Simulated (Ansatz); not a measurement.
Task: a rigid scan of one bond length of BBrH5N, SMILES [NH3+][BH2-]Br, with Ansatz 0.2.0, Python API. Give the script and its output. Settings (for the species named): B3LYP, def2-SVP basis, multiplicity 1.

```yaml
atoms:
  - { symbol: N, position_ang: [-0.7992, 0.2117, 0.0505] }
  - { symbol: B, position_ang: [0.6261, -0.3303, -0.1172] }
  - { symbol: Br, position_ang: [1.9583, 1.0014, 0.5937] }
  - { symbol: H, position_ang: [-0.9940, 0.3795, 1.0633] }
  - { symbol: H, position_ang: [-1.4809, -0.4872, -0.3215] }
  - { symbol: H, position_ang: [-0.8987, 1.1073, -0.4786] }
  - { symbol: H, position_ang: [0.7400, -1.3550, 0.4817] }
  - { symbol: H, position_ang: [0.8484, -0.5274, -1.2719] }
```

The script, `bbrh5n_scan.py`:
```python
"""Potential curve of BBrH5N along one bond."""

import ansatz as az
import numpy as np

SETTINGS = {
    "basis_set": "def2-SVP",
    "functional": "B3LYP",
}


def main() -> None:
    mol = (
        az.Crystal.molecule()
        .atom("N", [-0.7992, 0.2117, 0.0505])
        .atom("B", [0.6261, -0.3303, -0.1172])
        .atom("Br", [1.9583, 1.0014, 0.5937])
        .atom("H", [-0.994, 0.3795, 1.0633])
        .atom("H", [-1.4809, -0.4872, -0.3215])
        .atom("H", [-0.8987, 1.1073, -0.4786])
        .atom("H", [0.74, -1.355, 0.4817])
        .atom("H", [0.8484, -0.5274, -1.2719])
    )

    symbols = [site.symbol for site in mol.cartesian_sites]
    start = np.array([site.position_ang for site in mol.cartesian_sites])
    axis = (start[3] - start[0]) / np.linalg.norm(start[3] - start[0])
    moving = [3]
    lengths, energies = [0.92, 0.961, 1.003, 1.045, 1.087, 1.129, 1.17, 1.233], []
    for length in lengths:
        xyz = start.copy()
        xyz[moving] += (length - np.linalg.norm(start[3] - start[0])) * axis
        point = az.Crystal.molecule()
        for symbol, place in zip(symbols, xyz):
            point = point.atom(symbol, place.tolist())
        setup = point.calculation()
        setup = setup.basis(gaussian=SETTINGS["basis_set"])
        setup = setup.functional(SETTINGS["functional"]).accuracy("medium")
        data = setup.run(threads=1).report
        energies.append(data["free_energy_ev"])
        print(f"r = {length:6.3f} A  E = {energies[-1]:.5f} eV  <S^2> = {abs(data['mean_field']['state']['spin_squared']):.3f}")

    # quartic fit about the minimum
    fit = np.polynomial.Polynomial.fit(lengths, np.array(energies) - min(energies), 4).convert()
    roots = [r.real for r in fit.deriv().roots() if abs(r.imag) < 1e-9 and fit.deriv(2)(r.real) > 0]
    r_e = min(roots, key=lambda r: abs(r - lengths[int(np.argmin(energies))]))
    print(f"minimum of the fit at {r_e:.4f} A, force constant {fit.deriv(2)(r_e):.2f} eV/A^2")


if __name__ == "__main__":
    main()
```

```console
$ python bbrh5n_scan.py
r =  0.920 A  E = -72286.01366 eV  <S^2> = 0.000
r =  0.961 A  E = -72286.20930 eV  <S^2> = 0.000
r =  1.003 A  E = -72286.29870 eV  <S^2> = 0.000
r =  1.045 A  E = -72286.30166 eV  <S^2> = 0.000
r =  1.087 A  E = -72286.23872 eV  <S^2> = 0.000
r =  1.129 A  E = -72286.12604 eV  <S^2> = 0.000
r =  1.170 A  E = -72285.98024 eV  <S^2> = 0.000
r =  1.233 A  E = -72285.70837 eV  <S^2> = 0.000
minimum of the fit at 1.0252 A, force constant 42.67 eV/A^2
```

What to keep in mind:
- These settings explore the input space; basis and method may be short of convergence.
- The rest of the molecule is held rigid at a force-field or estimated start geometry, and the basis set is modest; single-reference methods fail as a bond breaks.
- b3lyp holds the VWN-RPA fit, as in Gaussian; the form of ORCA and Turbomole is b3lyp5.
- The orbitals are restricted, so S² is zero by construction.
- Timing: 15 s on 1 thread of Arm Neoverse V2 (shared host), peak memory 0.23 GiB.
